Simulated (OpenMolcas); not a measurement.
**Cr³⁺ among point charges: CASSCF levels and susceptibility**

How does a field of 6 point charges split the states of Cr³⁺, and what χT follows?

Program: OpenMolcas 26.06. Level of theory: state-averaged CASSCF, spin-orbit coupling by RASSI with atomic mean-field integrals. These are calculated values, not measurements, unless marked.

1 further run of the same task is left out (it didn't finish).

**1. The system**

| Quantity | Value |
| --- | --- |
| Species | Cr³⁺ (chromium, Z = 24, 21 electrons) |
| Basis | ANO-RCC-VTZP [6s5p3d2f1g], 59 functions |
| Scalar Hamiltonian | DKH2, point nucleus |
| Inactive shells | 1s 2s 2p 3s 3p |
| Active space | 3 electrons in 5 orbitals (3d) |
| Some configurations of this space | 3d³ |
| Orbitals | optimised for each spin and parity, averaged over all roots |

Outer shells as boxes (Hund's rule):

3d3
```
3d [↑ ][↑ ][↑ ][  ][  ]
```

The ion sits among 6 point charges of -2.2 e arranged as an octahedron (Oh), 1.63 Å from the ion. The active orbitals were held to one l.

Each step is its own input file, run in one work folder so that later steps find the files of earlier ones. Labels, J, g values, rates, χT and fits are worked out afterwards by a script from the matrices that RASSI stores. The input lists half of the charges; inversion (Group=XYZ) makes the rest.

**2. GATEWAY and SEWARD: basis and integrals**

Contents of a.inp:

```
&GATEWAY
Coord
1

Cr 0.0 0.0 0.0
Basis=ANO-RCC-VTZP
Group=XYZ
NoMove
AngMom=0.0 0.0 0.0
AMFI
XField
3 Angstrom 0
1.630000 0.000000 0.000000 -2.200000
0.000000 1.630000 0.000000 -2.200000
0.000000 0.000000 1.630000 -2.200000
&SEWARD
```

Run with:

```
OMP_NUM_THREADS=1 MOLCAS_MEM=1689 MOLCAS_PROJECT=a pymolcas a.inp > a.log
```

**3. Reference wave functions, quartets of even parity, 10 roots**

Contents of a.inp:

```
&RASSCF
FileOrb=start.orb
Symmetry=1
Spin=4
nActEl=3 0 0
Inactive=3 6
Ras2=5 0
CIRoot=10 10 1
SDav=10
CIMx=300
Iter=120 100
PrWF=0.3
OrbListing=Nothing
MaxOrb=0
SupSym
1
15 4 5 6 7 8 12 13 14 15 16 17 18 19 20 21
0
LevShft=1.5
>>> COPY $Project.JobIph JOB001
```

start.orb holds the contracted functions of the basis, ordered by shell, or the orbitals of the step before.

**4. Reference wave functions, doublets of even parity, 40 roots**

Contents of a.inp:

```
&RASSCF
FileOrb=start.orb
Symmetry=1
Spin=2
nActEl=3 0 0
Inactive=3 6
Ras2=5 0
CIRoot=40 40 1
SDav=40
CIMx=300
Iter=120 100
PrWF=0.3
OrbListing=Nothing
MaxOrb=0
SupSym
1
15 4 5 6 7 8 12 13 14 15 16 17 18 19 20 21
0
>>> COPY $Project.JobIph JOB002
```

**5. RASSI: spin-orbit coupling between the states**

Contents of a.inp:

```
&RASSI
NrOfJobIphs=2 10 40
1 2 3 4 5 6 7 8 9 10
1 2 3 4 5 6 7 8 9 10 11 12 13 14 15 16 17 18 19 20 21 22 23 24 25 26 27
28 29 30 31 32 33 34 35 36 37 38 39 40
IphNames
JOB001
JOB002
EJob
SpinOrbit
DIPRint=1.0
SOCoupling=1000.0
Subsets=2
Property=9
'ANGMOM' 1 'ANGMOM' 2 'ANGMOM' 3 'MLTPL  1' 1 'MLTPL  1' 2 'MLTPL  1' 3
'AMFI' 1 'AMFI' 2 'AMFI' 3
SOProperty=3
'ANGMOM' 1 'ANGMOM' 2 'ANGMOM' 3
```

**Question.** What will these runs give? Wanted: spin-free ground state; first state of the same spin within the active space; lowest level; next level.

As calculated:

```
                                            quantity                            value
                                              method                           CASSCF
                              spin-free ground state  4A2, 1-fold in its orbital part
first state of the same spin within the active space                4T2 at 12100 cm⁻¹
                                        lowest level                        4-fold Γ8
                                          next level                     12000.7 cm⁻¹
                                         χT at 300 K                   1.82 cm³ K/mol
                           effective moment at 300 K                          3.81 μB
```

**Reading.** The spin-free ground state (4A2) comes to 100 % from free-ion F terms and keeps the highest spin of the shell. χT at 300 K is 1.82, against 1.88 cm³ K/mol for the spin alone; near agreement at one temperature doesn't show that the orbital moment is quenched. A ligand-field fit to the states below 45000 cm-1 gives 10Dq = 12548 cm-1, B = 1124 cm-1 and C = 3877 cm-1 (C/B = 3.45), with a deviation of 478 cm-1. The field of point charges can differ much from that of real complexes. Point charges carry no covalency, so the field is a model and not that of real ligands.
